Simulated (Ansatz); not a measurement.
# AlClH₄OSi: basis-set convergence

One table from this session's results is given with a row withheld; the runs are named, their logs left out.

The runs use Ansatz 0.2.0, Gaussian basis; one geometry, several basis sets.

Plan: PBE0-D4/def2-SVP; ωB97M-V/def2-SVP; PBE0-D4/def2-QZVPP; ωB97M-V/def2-QZVPP; the functionals' def2-TZVPP values are taken from earlier runs.

**Structure used throughout**

The geometry comes from an earlier relaxation with PBE0-D4 in a triple-zeta def2 set; it is a stationary point, not always the lowest conformer.

SMILES `O[SiH2][AlH][Cl]`, 8 atoms, charge 0, spin multiplicity 1.

Atoms are counted from 1 here; the program's logs count them from 0.

Bond lengths: O1–Si2 1.655 Å, O1–H5 0.959 Å, Si2–Al3 2.456 Å, Si2–H6 1.490 Å, Si2–H7 1.493 Å, Al3–Cl4 2.117 Å, Al3–H8 1.581 Å. Angles: Si2–O1–H5 116.4°, O1–Si2–Al3 108.3°, O1–Si2–H6 108.5°, O1–Si2–H7 110.2°, Al3–Si2–H6 112.4°, Al3–Si2–H7 111.2°, H6–Si2–H7 106.3°, Si2–Al3–Cl4 110.3°, Si2–Al3–H8 132.9°, Cl4–Al3–H8 116.8°.

Coordinates:

| atom | x (Å) | y (Å) | z (Å) |
| --- | --- | --- | --- |
| O1 | -1.5651 | 0.1772 | 1.0154 |
| Si2 | -0.7417 | 0.6318 | -0.3469 |
| Al3 | 1.3923 | -0.5826 | -0.4006 |
| Cl4 | 1.6429 | -1.7095 | 1.3744 |
| H5 | -1.0804 | -0.3559 | 1.6483 |
| H6 | -1.5919 | 0.3368 | -1.5342 |
| H7 | -0.5219 | 2.1081 | -0.3467 |
| H8 | 2.5579 | -0.6629 | -1.4654 |

The first run:

Contents of in.yaml:

```yaml
crystal:
  periodic: [false, false, false]
  atoms:
    - {symbol: O, position_ang: [-1.565110, 0.177173, 1.015394]}
    - {symbol: Si, position_ang: [-0.741718, 0.631769, -0.346851]}
    - {symbol: Al, position_ang: [1.392282, -0.582645, -0.400625]}
    - {symbol: Cl, position_ang: [1.642910, -1.709520, 1.374352]}
    - {symbol: H, position_ang: [-1.080375, -0.355948, 1.648292]}
    - {symbol: H, position_ang: [-1.591868, 0.336768, -1.534245]}
    - {symbol: H, position_ang: [-0.521858, 2.108064, -0.346720]}
    - {symbol: H, position_ang: [2.557938, -0.662863, -1.465396]}
basis:
  gaussian: {orbitals: def2-SVP}
hamiltonian: {xc: pbe0, dispersion: d4}
output: {orbitals: {seedname: orbitals}}
```

Command:

```sh
> ansatz run in.yaml --threads 2 --pin off --events-out ev --progress --plain --max-ram 4352MiB
```

Among the steps run: PBE0-D4 in def2-SVP; ωB97M-V in def2-SVP; PBE0-D4 in def2-QZVPP; ωB97M-V in def2-QZVPP.

One of the session's tables, all rows but one given; the rest of the session is left out.

It belongs to the step «Functionals by basis». 

| functional | basis | HOMO (eV) | LUMO (eV) |
| --- | --- | --- | --- |
| PBE0-D4 | def2-SVP | -7.56 | -2.01 |
| PBE0-D4 | def2-TZVPP | -7.61 | -2.06 |
| PBE0-D4 | def2-QZVPP | -7.63 | -2.09 |
| ωB97M-V | def2-SVP | ? | ? |
| ωB97M-V | def2-TZVPP | -9.60 | -0.39 |
| ωB97M-V | def2-QZVPP | -9.63 | -0.48 |

Q: Estimate the row for ωB97M-V, def2-SVP from the others.

The run gave: HOMO (eV): -9.51; LUMO (eV): -0.27. In the column «HOMO (eV)» it lies between ωB97M-V, def2-TZVPP (-9.60) and PBE0-D4, def2-QZVPP (-7.63).
